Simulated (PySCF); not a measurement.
# C6H7FO2: the cost of one run

Programs: PySCF 2.14.0, with routines of our own; each step states its level. All values are computed. Atoms count from 0.

### 1 The system as given

16 atoms, charge 0, multiplicity 1; geometry from: GFN2-xTB.

### 2 Vibronic structure: TDDFT PBE0/def2-SVP

What the job is given:

```
{"job": {"kind": "vib", "xc": "PBE0", "basis": "def2-SVP", "tda": false}, "charge": 0, "multiplicity": 1}
C     -2.902948     0.806362     0.534105
C     -1.813366     0.378403    -0.078439
O     -0.658799     0.140354     0.612653
C      0.337529    -0.573167     0.031707
C      0.237662    -1.445220    -0.963641
C      1.668372    -0.229600     0.680017
F      2.537274    -1.288410     0.612978
C      2.244110     0.944248    -0.087665
O      1.865789     2.072790     0.009024
H     -3.789736     1.039898    -0.022632
H     -2.926819     0.942880     1.599911
H     -1.758830     0.234855    -1.150663
H     -0.705546    -1.722859    -1.396881
H      1.112383    -1.945014    -1.333557
H      1.509448     0.019364     1.735385
H      3.035879     0.634059    -0.793712
```

Method: TDDFT PBE0/def2-SVP vertical-gradient vibronic structure (displaced harmonic oscillators, Condon), gas phase.

Launch:

```
> OMP_NUM_THREADS=1 python excited_run.py task.json out
```

This one command runs all jobs of the session in turn.

Q: Estimate the wall time and peak memory of this first job on 1 thread of Intel Xeon 6975P-C, shared host.

About 29 s, with a peak of 0.87 GiB.
